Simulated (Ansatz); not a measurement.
I need a check of forces and pressure against finite differences of Cu (distorted cell). Use the Python package of Ansatz (0.2.0). Level of theory (first run): PBEsol, PAW, cutoff 540 eV, 2×9×1 k-points, Fermi-Dirac smearing of 0.1 eV.

```yaml
crystal:
  lattice:
    - [11.54480, 0.01807, -0.09419]
    - [0.00350, 2.22606, -0.01568]
    - [-4.76253, -0.15954, 22.12245]
  atoms:
    - { symbol: Cu, position: [0.50000, 0.50000, 0.50000] }
```

The script, `fdcheck_cu.py`:
```python
"""Forces and pressure of Cu against finite differences of the energy with displaced atoms."""

import ansatz
import numpy as np

vectors0 = np.array([
    [11.5448, 0.01807, -0.09419],
    [0.0035, 2.22606, -0.01568],
    [-4.76253, -0.15954, 22.12245],
])
sites = [
    ("Cu", (0.5, 0.5, 0.5)),
]


def build(cell):
    crystal = ansatz.Crystal(lattice=ansatz.Lattice.of(cell))
    for symbol, position in sites:
        crystal = crystal.atom(symbol, position)
    return crystal

def solve(crystal):
    return (
        crystal.calculation()
        .functional("pbesol")
        .occupations("fermi_dirac")
        .basis(540, xc_grid=2)
        .kpoints(2, 9, 1)
        .scf(tolerance=1e-09)
        .forces()
        .stress()
        .run(threads=1)
    ).report


centre = solve(build(vectors0))
start = build(vectors0)
# move one atom both ways along a Cartesian axis
# P = -dF/dV; the difference feels the change of the plane-wave count with the cell
volume = abs(np.linalg.det(vectors0))
larger, smaller = (solve(build(vectors0 * (1 + sign * 0.005) ** (1 / 3)))["lagrangian_ev"] for sign in (1, -1))
numerical = -(larger - smaller) / (0.01 * volume) * 160.21766
print(f"pressure: analytic {np.trace(centre['stress_gpa']) / 3:.3f}, numerical {numerical:.3f} GPa")
```

```console
$ python fdcheck_cu.py
DeckWarning: output.stress: scf.convergence.dr2_threshold = 1e-9 eV is looser than the 1e-10 eV advised for a printed stress (1e-10 eV for each atom of the cell: 1). What an SCF threshold leaves in a stress goes as its square root, and in the free energy as the threshold itself, and one threshold admits the most on a [...]
pressure: analytic 0.035, numerical 0.035 GPa
```
(Warnings from the package without file and line, shortened.)

The cell holds an odd number of electrons and is run without spin, so a magnetic state may lie lower. The cell holds layers, chains or clusters in vacuum, no bulk phase; its stress is averaged over the vacuum too and scales with the cell's height. The mesh is modest for a metal, so energies can be off by several to tens of meV an atom and pressures by half a GPa or more; differences at equal mesh fare better. Pressure is positive in compression. The cell is a database structure, distorted on purpose. The central difference errs as the square of the step, so the shorter step is the fairer test; what remains comes from the finite grid and the SCF threshold. By the engine's processor time: 16 s on 1 thread of Intel(R) Xeon(R) Processor @ 2.30GHz, with other jobs on the host, peak memory 0.86 GiB.
